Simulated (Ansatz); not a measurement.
**CLiSe+ (SMILES [Li][C+]=[Se]): single points off equilibrium**

One table from this session's results is given with a row withheld; the runs are named, their logs left out.

Computed with Ansatz 0.2.0, Gaussian basis. Level: single points in def2-TZVPP.

Correlated methods freeze the cores. Filled d shells of the heavier atoms are correlated. The outer core shell of Li, Na, Mg and K is correlated.

## Where the work starts

SMILES `[Li][C+]=[Se]`, 3 atoms, charge 1, spin multiplicity 1.

Atoms are counted from 1 here; the program's logs count them from 0.

Bond lengths: Li1–C2 2.020 Å, C2–Se3 1.668 Å. Angles: Li1–C2–Se3 179.2°.

Geometry (Å):

| atom | x (Å) | y (Å) | z (Å) |
| --- | --- | --- | --- |
| Li1 | 0.01310 | -1.67850 | -0.87700 |
| C2 | 0.00490 | 0.10550 | 0.07010 |
| Se3 | -0.01130 | 1.56840 | 0.87190 |

The first run:

The input, run/in.yaml:

```yaml
crystal:
  periodic: [false, false, false]
  atoms:
    - {symbol: Li, position_ang: [0.013100, -1.678500, -0.877000]}
    - {symbol: C, position_ang: [0.004900, 0.105500, 0.070100]}
    - {symbol: Se, position_ang: [-0.011300, 1.568400, 0.871900]}
basis:
  gaussian: {orbitals: def2-TZVPP}
total_charge: 1
correlation: {method: ccsd_t}
output: {forces: true}
```

The command line of these runs was not kept.

Steps of the session up to this table: CCSD(T)/def2-TZVPP; PBE0-D4/def2-TZVPP; wB97M-V/def2-TZVPP; r2SCAN-D4/def2-TZVPP; PBE-D4/def2-TZVPP; wB97X-V/def2-TZVPP; r2SCAN0-D4/def2-TZVPP.

One of the session's tables, all rows but one given; the rest of the session is left out.

| method | RMS force component (eV/Å) | angle to CCSD(T) forces (°) |
| --- | --- | --- |
| CCSD(T) | 0.376 | reference |
| PBE0-D4 | 0.797 | 12.6 |
| wB97M-V | 1.018 | 12.1 |
| r2SCAN-D4 | ? | ? |
| PBE-D4 | 0.342 | 3.6 |
| wB97X-V | 1.076 | 12.5 |
| r2SCAN0-D4 | 0.980 | 12.1 |

Estimate the missing values for r2SCAN-D4.

As computed: RMS force component (eV/Å): 0.648; angle to CCSD(T) forces (°): 7.8. In the column «RMS force component (eV/Å)» it lies between CCSD(T) (0.376) and PBE0-D4 (0.797).
